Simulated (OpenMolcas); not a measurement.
# One shape, several levels: CH3BClFO (methoxychlorofluoroborane)

Wanted: a comparison of 6 runs (HF/3-21G, BLYP/cc-pVDZ, PBE0/cc-pVDZ, TPSS/cc-pVDZ, revPBE/cc-pVDZ, CCSD(T)/cc-pVDZ) of CH3BClFO (methoxychlorofluoroborane). 

The results are computed with OpenMolcas 26.06.

### 1 The molecule

The species is CH3BClFO (8 atoms), meant as a singlet with charge 0. As SMILES, `COB(F)Cl`. The coordinates come from a PBE0-D4/def2-TZVP relaxation. This is one conformer, not always the lowest.

Bond lengths: C1–O2 1.414 Å, O2–B3 1.333 Å, B3–F4 1.320 Å, B3–Cl5 1.765 Å, C1–H6 1.091 Å, C1–H7 1.090 Å, C1–H8 1.091 Å. Angles: C1–O2–B3 126.0°, O2–B3–F4 118.3°, O2–B3–Cl5 124.1°, F4–B3–Cl5 117.7°, O2–C1–H6 108.6°, O2–C1–H7 108.2°, O2–C1–H8 111.7°, H6–C1–H7 109.1°, H6–C1–H8 109.5°, H7–C1–H8 109.7°.

### 2 Energy and forces at HF/3-21G (run 1)

The input, run.inp:

```
>>> EXPORT MOLCAS_PRINT=2

&GATEWAY
 BasLib=$CurrDir
 Coord
 8
 angstrom
 C        0.662000      -0.415400       0.804600
 O       -0.122300      -0.654500      -0.347500
 B       -0.782400       0.264900      -1.051400
 F       -1.466600      -0.129900      -2.108800
 Cl      -0.801800       1.985600      -0.658500
 H        1.700600      -0.658800       0.576000
 H        0.308900      -1.072800       1.599700
 H        0.593700       0.623700       1.130000
 Basis=3-21G
 Group=NoSym

&SEWARD

&SCF
 Thresholds=1e-10 1e-07 1e-07 1e-05
 PrOrbitals=1 2

&ALASKA
```

The basis set 3-21G is read from a file made from the Basis Set Exchange's data (not shown).

On the command line:

```sh
$ export MOLCAS_MEM=1860
$ pymolcas run.inp > run.log
```

What it wrote:

```text
--- Start Module: gateway ---
[...]
--- Stop Module: gateway /rc=_RC_ALL_IS_WELL_ ---
[...]
      Basis functions           55
[...]
--- Start Module: scf ---
[...]
       Convergence after  13 Iterations
[...]
::    Total SCF energy                               -694.7494143937
[...]
      Total spin, S                                     0.0000000000
[...]
      Total electronic charge=   48.000000
      Total            charge=   -0.000000
[...]
      Dipole Moment (debye):
      Origin of the operator (angstrom)=   -0.5824    0.5554   -0.7004
                   X=  1.8523E+00               Y= -6.7983E-01               Z=  2.4310E+00           Total=  3.1310E+00
      Quadrupole Moment (debye*angstrom):
[...]
--- Stop Module: scf /rc=_RC_ALL_IS_WELL_ ---
[...]
--- Start Module: alaska ---
[...]
 *              Molecular gradients               *
 **************************************************
  Irreducible representation: a
 ------------------------------------------------------------------------------------------
                              X                       Y                       Z
 ------------------------------------------------------------------------------------------
  C1               -2.13147677944043E-02    2.73953472778188E-03   -2.92514682119362E-02
  O2                4.17226499248091E-03    1.37661333008054E-03    5.80357935243914E-03
  B3                1.71646060440200E-03    1.06638911912529E-02    5.20308604849484E-03
  F4                1.20744302350957E-02    4.59581085707494E-03    1.80891816266975E-02
  CL5               4.70272615737954E-05   -2.03563325893050E-02   -4.92671371294762E-03
  H6                7.45599381471340E-03   -2.15017275355722E-03   -2.14758369574591E-03
  H7               -2.93514667032158E-03   -5.25235897208898E-03    5.57843612434628E-03
  H8               -1.21626244353068E-03    8.38301420883480E-03    1.65148246865776E-03
[...]
--- Stop Module: alaska /rc=_RC_ALL_IS_WELL_ ---
[...]
```

It took 4.2 s on 1 thread of Intel Xeon Platinum 8259CL at 2.50GHz (Skylake/Cascade Lake), shared host; peak memory 0.39 GiB.

### 3 Energy and gradient at BLYP/cc-pVDZ (run 2)

The input, geom.xyz:

```xyz
8

C      0.662000    -0.415400     0.804600
O     -0.122300    -0.654500    -0.347500
B     -0.782400     0.264900    -1.051400
F     -1.466600    -0.129900    -2.108800
Cl    -0.801800     1.985600    -0.658500
H      1.700600    -0.658800     0.576000
H      0.308900    -1.072800     1.599700
H      0.593700     0.623700     1.130000
```

The input, run.input:

```
* CH3BClFO Kohn-Sham DFT
&GATEWAY
BasLib
$CurrDir
Coord
geom.xyz
Basis
cc-pVDZ
Group
NoSym
&SEWARD
GridInput
Grid=UltraFine
End of Grid
&SCF
KSDFT
BLYP
Thresholds
1e-10 1e-07 1e-07 1e-05
PrOrbitals
1 1
&ALASKA
```

The basis set cc-pVDZ is read from a file made from the Basis Set Exchange's data (not shown).

On the command line:

```sh
$ export MOLCAS_MEM=1860
$ pymolcas run.input > run.log
```

What it wrote:

```text
--- Start Module: gateway ---
[...]
--- Stop Module: gateway /rc=_RC_ALL_IS_WELL_ ---
[...]
      Basis functions           89
[...]
--- Start Module: scf ---
[...]
       Convergence after  15 Iterations
[...]
::    Total KS-DFT energy                            -700.1210324317
[...]
      Total spin, S                                     0.0000000000
[...]
      Total electronic charge=   48.000000
      Total            charge=   -0.000000
[...]
      Dipole Moment (debye):
      Origin of the operator (angstrom)=   -0.5824    0.5554   -0.7004
                   X=  1.3486E+00               Y= -4.1977E-01               Z=  1.7737E+00           Total=  2.2673E+00
      Quadrupole Moment (debye*angstrom):
[...]
--- Stop Module: scf /rc=_RC_ALL_IS_WELL_ ---
[...]
--- Start Module: alaska ---
[...]
 *              Molecular gradients               *
 **************************************************
  Irreducible representation: a
 ------------------------------------------------------------------------------------------
                              X                       Y                       Z
 ------------------------------------------------------------------------------------------
  C1               -1.89388286275260E-03   -1.51969942802599E-03   -3.54803692765859E-03
  O2                7.45133395647635E-04    1.46761509528783E-02    4.60986248770900E-03
  B3               -2.70660557709007E-03   -3.72892320531526E-03   -4.67931447623771E-03
  F4                1.18464181529667E-02    7.26955720164568E-03    1.84054080717679E-02
  CL5               6.17343713582352E-04   -1.64101965126200E-02   -3.15418443545568E-03
  H6               -1.13298129568529E-02    2.78279498367029E-03    1.50477853472297E-03
  H7                2.89492537974434E-03    7.03511212487706E-03   -8.92137093035528E-03
  H8               -1.73519245220688E-04   -1.01047961174849E-02   -4.21714232449633E-03
[...]
--- Stop Module: alaska /rc=_RC_ALL_IS_WELL_ ---
[...]
```

It took 49 s on 1 thread of Intel Xeon Platinum 8259CL at 2.50GHz (Skylake/Cascade Lake), shared host; peak memory 0.49 GiB.

Runs 3 to 5 aren't shown in full; the table further down has their settings and results.

### 4 The energy at CCSD(T)/cc-pVDZ (run 6)

The input, coord.xyz:

```xyz
8

C      0.662000    -0.415400     0.804600
O     -0.122300    -0.654500    -0.347500
B     -0.782400     0.264900    -1.051400
F     -1.466600    -0.129900    -2.108800
Cl    -0.801800     1.985600    -0.658500
H      1.700600    -0.658800     0.576000
H      0.308900    -1.072800     1.599700
H      0.593700     0.623700     1.130000
```

The input, mol.input:

```
>>> EXPORT MOLCAS_PRINT=2
&GATEWAY
BasLib=$CurrDir
Coord=coord.xyz
Basis=cc-pVDZ
Group=NoSym
&SEWARD
&SCF
Thresholds=1e-10 1e-07 1e-07 1e-05
PrOrbitals=1 1
&RASSCF
FileOrb=$Project.ScfOrb
Spin=1
Nactel=0 0 0
Inactive=24
Ras2=0
OutOrbitals=Canonical
OrbListing=Nothing
&MOTRA
JobIph
Frozen=9
&CCSDT
CCT
Triples=2
Iterations=80
Accuracy=1e-08
Extrapolation=5 4
```

The basis set cc-pVDZ is read from a file made from the Basis Set Exchange's data (not shown).

On the command line:

```sh
$ export MOLCAS_MEM=1860
$ pymolcas mol.input > mol.log
```

What it wrote:

```text
--- Start Module: gateway ---
[...]
--- Stop Module: gateway /rc=_RC_ALL_IS_WELL_ ---
[...]
      Basis functions           89
[...]
       Convergence after  13 Iterations
[...]
::    Total SCF energy                               -698.2698702863
[...]
      Total spin, S                                     0.0000000000
[...]
      Number of active orbitals                  0
[...]
      Spin quantum number                      0.0
[...]
      Active orbitals                            0
[...]
      Number of CSFs                             1
[...]
      Number of root(s) required                 1
[...]
      Convergence after  4 iterations
[...]
      Natural orbitals and occupation numbers for root  1
      ************************************************************************************************************************
      *                                                    Final results                                                     *
      ************************************************************************************************************************
[...]
::    RASSCF root number  1 Total energy:   -698.26987029
[...]
      Total electronic charge=   48.000000
      Total            charge=   -0.000000
[...]
      Dipole Moment (debye):
      Origin of the operator (angstrom)=   -0.5824    0.5554   -0.7004
                   X=  1.5682E+00               Y= -2.4680E-01               Z=  2.1332E+00           Total=  2.6591E+00
      Quadrupole Moment (debye*angstrom):
[...]
--- Start Module: motra ---
[...]
      *** WARNING: Default frozen orbitals is overwritten by user input.
      *** Default values:   9
[...]
--- Stop Module: motra /rc=_RC_ALL_IS_WELL_ ---
[...]
--- Start Module: ccsdt ---
[...]
      Convergence after                    17  Iterations
      Total energy (diff) :    -699.02912462       0.00000000
[...]
 METHOD                       : CCSD+T(CCSD)+<T3(1)WT1> = CCSD(T)
[...]
       CCSD     =      -699.0291246236397
[...]
--- Stop Module: ccsdt /rc=_RC_ALL_IS_WELL_ ---
[...]
```

Wall time 2.2 min (1 thread of Intel Xeon Platinum 8259CL at 2.50GHz (Skylake/Cascade Lake), shared host); peak memory 0.49 GiB.

### 5 Overview of the runs

```csv
run,level,integration grid,task,energy (Eh),dipole moment (D) of the reference,HOMO energy (eV),LUMO energy (eV),wall time
1,HF/3-21G,–,gradient,-694.749414,3.13,-13.01,4.86,4.2 s
2,BLYP/cc-pVDZ,UltraFine,gradient,-700.121032,2.27,-7.39,0.03,49 s
3,PBE0/cc-pVDZ,UltraFine,gradient,-699.781424,2.42,-9.15,0.87,47 s
4,TPSS/cc-pVDZ,UltraFine,gradient,-700.236906,2.35,-7.69,0.01,76 s
5,revPBE/cc-pVDZ,UltraFine,gradient,-700.018857,2.27,-7.52,-0.05,51 s
6,CCSD(T)/cc-pVDZ,–,energy,-699.047060,2.66,-12.86,4.75,2.2 min
```

### 6 Summary of results

```
                                          quantity          value
                               run 6: total energy  -699.04706 Eh
         run 6: dipole moment (mean-field density)         2.66 D
        run 6: HOMO energy (Hartree–Fock orbitals)      -12.86 eV
        run 6: LUMO energy (Hartree–Fock orbitals)        4.75 eV
      run 6: HOMO–LUMO gap (Hartree–Fock orbitals)       17.61 eV
run 6: correlation energy (9 core orbitals frozen)     -777.2 mEh
                             run 6: (T) correction     -17.94 mEh
```

What this shows: Over runs 1, 2, 3, 4, 5 the dipole moment (its size) runs from 2.27 D (BLYP/cc-pVDZ) to 3.13 D (HF/3-21G). The two ends differ in method and basis. Over runs 1, 2, 3, 4, 5 the HOMO–LUMO gap runs from 7.41 eV (BLYP/cc-pVDZ) to 17.87 eV (HF/3-21G). Totals of different functionals can't be ranked against each other. All runs together took 6 min, the longest 2.2 min.
